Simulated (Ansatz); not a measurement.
# MnAs: the cost of one run

Program: Ansatz 0.2.0. Level of theory: DFT r²SCAN, scalar-relativistic, plane waves, PAW. These are calculated values, not measurements.

The COD entry's cell or inner coordinates are ideal or old and differ from later refinements, so a difference from it is no clean test against experiment.

## Step 1: The starting structure

It takes space group P6_3/mmc (No. 194, hexagonal). The conventional cell has a = 3.748 Å, b = 3.748 Å, c = 5.716 Å, α = 90.00°, β = 90.00°, γ = 120.00°. Mn (site symmetry -3m) is surrounded by 6 As at 2.59 Å and 2 Mn at 2.86 Å. Around As (site symmetry -6m2) lie 6 Mn at 2.59 Å.

Coordinates:

```
Mn As
1.0
     3.74813    0.00000    0.00000
    -1.87406    3.24597    0.00000
     0.00000    0.00000    5.71626
Mn As
2 2
Direct
  0.00000 0.00000 0.00000
  0.00000 0.00000 0.50000
  0.33333 0.66667 0.25000
  0.66667 0.33333 0.75000
```

This cell comes from an earlier session at r²SCAN: 17.386 Å³/atom at -0.01 GPa, on a 12×12×8 mesh.

## Step 2: Antiferromagnetic, in the cell as typed

input.yaml reads:

```yaml
crystal:
  lattice:
    - [3.7481281966, 0.0, 0.0]
    - [-1.8740640983, 3.2459742349, 0.0]
    - [0.0, 0.0, 5.7162631432]
  atoms:
    - { symbol: Mn, position: [0.0, 0.0, 0.0], spin: 3.5 }
    - { symbol: Mn, position: [0.0, 0.0, 0.5], spin: -3.5 }
    - { symbol: As, position: [0.3333333333, 0.6666666667, 0.25] }
    - { symbol: As, position: [0.6666666667, 0.3333333333, 0.75] }
basis:
  ecutwfc: 500
  ecutrho_ratio: 4
kpoints:
  mp_grid: { grid: [12, 12, 8] }
hamiltonian:
  xc: r2scan
scf:
  occupations: { method: gaussian, width: 0.05 }
  lower_state_search: "off"
output:
  forces: true
  stress: true
  eigenvalues: true
  populations: true
magnetization:
  spin_polarized: true
```

Launch:

```sh
$ ansatz run input.yaml --threads 4 --pin off --max-ram 10240MiB --backend cpu --events-out ev --progress --plain --runs-dir out
```

**Question.** How long does this run take on 4 threads of Arm Neoverse N1, shared host, and how much memory does it need?

About 75 s, with a peak of 1 GiB.
